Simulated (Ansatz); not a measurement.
**C3H12AlP: a ladder of functionals and wavefunction methods**

Aim: compute C3H12AlP with functionals from several rungs and with coupled cluster, and see how far each lands from CCSD(T) at the basis-set limit for the atomisation energy.

Computed with Ansatz 0.2.0, Gaussian basis. Level: functionals in def2-TZVPP, the program's frozen cores in correlated methods.

The runs, in order: LDA (SPW92), PBE-D4, revPBE-D4, BLYP-D4, r2SCAN-D4, B97M-V, PBE0-D4, B3LYP-D4, r2SCANh-D4, r2SCAN0-D4, HSE06-D4, BHLYP-D4, CAM-B3LYP-D4, LC-ωPBE, ωB97X-V, ωB97M-V, B2PLYP, PBE-QIDH; CCSD(T)/def2-SVP; CCSD(T)/def2-TZVPP; MP2/def2-QZVPP; extrapolation to the limit; RPA on PBE.

### Step 1. The geometry

An earlier PBE0-D4 in a triple-zeta def2 set relaxation fixed the geometry.

SMILES `C[P+](C)(C)[AlH3-]`, 17 atoms, charge 0, spin multiplicity 1.

Atoms are counted from 1 here; the program's logs count them from 0.

Bond lengths: C1–P2 1.816 Å, C1–H6 1.091 Å, C1–H7 1.092 Å, C1–H8 1.091 Å, P2–C3 1.816 Å, P2–C4 1.816 Å, P2–Al5 2.446 Å, C3–H9 1.091 Å, C3–H10 1.091 Å, C3–H11 1.092 Å, C4–H12 1.091 Å, C4–H13 1.092 Å, C4–H14 1.091 Å, Al5–H15 1.606 Å, Al5–H16 1.606 Å, Al5–H17 1.606 Å. Angles: P2–C1–H6 109.1°, P2–C1–H7 111.7°, P2–C1–H8 109.1°, H6–C1–H7 109.4°, H6–C1–H8 108.1°, H7–C1–H8 109.4°, C1–P2–C3 104.4°, C1–P2–C4 104.4°, C1–P2–Al5 114.2°, C3–P2–C4 104.4°, C3–P2–Al5 114.2°, C4–P2–Al5 114.2°, P2–C3–H9 109.1°, P2–C3–H10 109.1°, P2–C3–H11 111.7°, H9–C3–H10 108.1°, H9–C3–H11 109.4°, H10–C3–H11 109.4° and more.

### Step 2. LDA

This LDA is Slater exchange with PW92 correlation.

in.yaml reads:

```yaml
crystal:
  periodic: [false, false, false]
  atoms:
    - {symbol: C, position_ang: [-0.605647, 0.518616, -1.642708]}
    - {symbol: P, position_ang: [0.011185, -0.008740, -0.018068]}
    - {symbol: C, position_ang: [1.775026, 0.422277, -0.044217]}
    - {symbol: C, position_ang: [-0.010535, -1.823023, -0.095128]}
    - {symbol: Al, position_ang: [-1.220120, 0.928694, 1.875574]}
    - {symbol: H, position_ang: [-0.551993, 1.606527, -1.708173]}
    - {symbol: H, position_ang: [-0.026874, 0.076352, -2.456654]}
    - {symbol: H, position_ang: [-1.651946, 0.224294, -1.739393]}
    - {symbol: H, position_ang: [2.242464, 0.066236, 0.875286]}
    - {symbol: H, position_ang: [1.876066, 1.508299, -0.077383]}
    - {symbol: H, position_ang: [2.284597, -0.016751, -0.904847]}
    - {symbol: H, position_ang: [-1.044796, -2.164432, -0.161890]}
    - {symbol: H, position_ang: [0.551874, -2.196855, -0.953614]}
    - {symbol: H, position_ang: [0.420207, -2.223885, 0.823837]}
    - {symbol: H, position_ang: [-0.972500, 2.491222, 1.596855]}
    - {symbol: H, position_ang: [-2.679495, 0.339881, 1.552805]}
    - {symbol: H, position_ang: [-0.397501, 0.251277, 3.077708]}
basis:
  gaussian: {orbitals: def2-TZVPP}
hamiltonian: {xc: lda}
output: {orbitals: {seedname: orbitals}}
```

The run is started by

```sh
> ansatz run in.yaml --threads 4 --pin off --events-out ev --progress --plain --max-ram 11315MiB
```

Further steps of the session: PBE-D4 (GGA); revPBE-D4 (GGA); BLYP-D4 (GGA); r2SCAN-D4 (meta-GGA); B97M-V (meta-GGA); B3LYP-D4 (hybrid); r2SCANh-D4 (hybrid); r2SCAN0-D4 (hybrid); HSE06-D4 (hybrid); BHLYP-D4 (hybrid); CAM-B3LYP-D4 (range-separated); LC-ωPBE (range-separated); ωB97X-V (range-separated); ωB97M-V (range-separated); B2PLYP (double hybrid); PBE-QIDH (double hybrid); CCSD(T) in def2-SVP; CCSD(T) in def2-TZVPP; MP2 in def2-QZVPP; RPA on PBE orbitals.

Q: Predict the results of all the runs planned. Wanted: atomisation energy, CCSD(T)/CBS; farthest beyond LDA; mean size of error, GGA; mean size of error, meta-GGA; mean size of error, hybrid; mean size of error, range-separated; mean size of error, double hybrid; gap, smallest and largest; T1 diagnostic.

As calculated:

```
                               quantity                                                                    value
        atomisation energy, CCSD(T)/CBS                                                            5774.3 kJ/mol
 functionals within 28.9 kJ/mol (0.5 %)  r2SCAN-D4, PBE0-D4, B3LYP-D4, r2SCANh-D4, r2SCAN0-D4, HSE06-D4, ωB97M-V
                    farthest beyond LDA                                                  BHLYP-D4 (-74.6 kJ/mol)
                mean size of error, GGA                                                              41.1 kJ/mol
           mean size of error, meta-GGA                                                              36.3 kJ/mol
             mean size of error, hybrid                                                              20.6 kJ/mol
    mean size of error, range-separated                                                              31.7 kJ/mol
      mean size of error, double hybrid                                                              55.4 kJ/mol
              gap, smallest and largest                                5.65 eV (LDA (SPW92)), 12.57 eV (LC-ωPBE)
                          T1 diagnostic                                                                   0.0104
triples share of the correlation energy                                                                    3.6 %
```

What this shows: The LDA atomisation energy is off by 682.7 kJ/mol (12 %): it overbinds. PBE-D4 misses by +35.9 kJ/mol. Double hybrids carry the basis error of their MP2 part in triple zeta, and no dispersion term here, so their miss is partly the set-up's. Taken by rung, hybrid functionals do best (20.6 kJ/mol on average) and double hybrid ones worst beyond LDA (55.4 kJ/mol). GGA functionals lie within the reference's doubt of that worst mean (41.1 kJ/mol), so those two tie. The gap between the best rungs is small, so their order is not settled. Misses under about 28.9 kJ/mol are within the doubt on the reference itself, which lacks core-valence correlation, relativity and higher excitations. Hartree-Fock recovers 76 % of the binding; the rest is correlation. CCSD(T) in def2-SVP is off by -302.2 kJ/mol, which most functionals beat. The gap grows from 5.7 to 12.6 eV across the functionals, mostly with the share of exact exchange.
